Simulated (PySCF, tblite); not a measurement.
**C₂H₅FGeO: geometry, infrared bands, NMR shifts and spin-spin couplings**

Aim: predict the infrared bands, NMR shifts and spin-spin couplings of C₂H₅FGeO (`C[C](=O)[GeH2][F]`).

The runs use tblite 0.8.0 and PySCF 2.14.0, with density-fitted response routines of our own; the level of theory stands in each step. All values are computed, except where a source is named. Atoms count from 0, in the outputs and in this text.

**1. The molecule as given**

10 atoms, charge 0, multiplicity 1; geometry from: force field or distance geometry start.

Bonds of the start (Å): C0–C1 1.48, C1–O2 1.21, C1–Ge3 1.94, Ge3–F4 1.75, C0–H5 1.11, C0–H6 1.12, C0–H7 1.11, Ge3–H8 1.55, Ge3–H9 1.55.

**2. Optimising the geometry with GFN2-xTB**

Job settings and geometry (Å):

```
{"job": {"kind": "relax", "xc": "GFN2-xTB", "basis": "xTB"}, "charge": 0, "multiplicity": 1}
C     -1.457000    -0.063700     0.101300
C     -0.204300     0.721600     0.165100
O     -0.154400     1.900200     0.414900
Ge     1.428700    -0.284200    -0.144900
F      2.438700     0.770900    -1.110900
H     -1.548300    -0.638000     1.044500
H     -1.411100    -0.792000    -0.746500
H     -2.270600     0.679700    -0.039700
H      1.074100    -1.594000    -0.895300
H      2.113100    -0.695900     1.188900
```

The run is started by

```
OMP_NUM_THREADS=1 python probes_run.py task.json out
```

This one command runs all jobs of the session in turn.

**Question.** This job is followed by: GFN2-xTB harmonic vibrations, gas phase; GIAO PBE0/pcSseg-1 NMR shielding, non-relativistic, gas phase; B3LYP/pcJ-1 Ge:pcSseg-1 indirect spin-spin coupling, non-relativistic, gas phase. What will the session give for the following? strongest single infrared mode (GFN2-xTB); zero-point energy (GFN2-xTB); 13C shifts against TMS (PBE0/pcSseg-1); 1H shifts against TMS (PBE0/pcSseg-1, means over atoms taken as alike); 17O shifts against H2O (PBE0/pcSseg-1); 73Ge shifts against GeMe4 (PBE0/pcSseg-1); 19F shifts against CFCl3 (PBE0/pcSseg-1); largest coupling of the table (B3LYP/pcSseg-1+pcJ-1).

As calculated:

| quantity | value |
| --- | --- |
| strongest single infrared mode (GFN2-xTB) | 1938 cm⁻¹, 568 km/mol |
| zero-point energy (GFN2-xTB) | 37.7 kcal/mol |
| 13C shifts against TMS (PBE0/pcSseg-1) | 226.6, 39.4 ppm |
| 1H shifts against TMS (PBE0/pcSseg-1, means over atoms taken as alike) | 5.69, 2.78 ppm |
| 17O shifts against H2O (PBE0/pcSseg-1) | 790.1 ppm |
| 73Ge shifts against GeMe4 (PBE0/pcSseg-1) | -48 ppm |
| 19F shifts against CFCl3 (PBE0/pcSseg-1) | -254.5 ppm |
| largest coupling of the table (B3LYP/pcSseg-1+pcJ-1) | 1J(C,H) C0–H5, 135.3 Hz |

**Reading.** The optimisation took 107 steps and gained 0.366 eV; among the close pairs (by a distance rule), C1–Ge3 changed most, from 1.943 to 2.042 Å. All 24 modes are real, so the xTB geometry is a minimum. The strongest single mode, at 1938 cm⁻¹, moves mainly H9. Unscaled tight-binding wavenumbers are off by several per cent, some by more. Its intensities can rank the bands wrongly. At PBE0/pcSseg-1: Shielding is most anisotropic at O2 (span 1493 ppm, paramagnetic term -854 ppm). Of the pairs tabulated at B3LYP/pcSseg-1+pcJ-1, C0–H5 (mean over like pairs) couples most strongly (135.3 Hz; Fermi contact 133.4 Hz). Couplings across rotatable bonds belong to this one conformer; where others are populated, the observed values are averages. Spin-orbit coupling is left out, which matters for shieldings and couplings at and beside the heavy atoms.
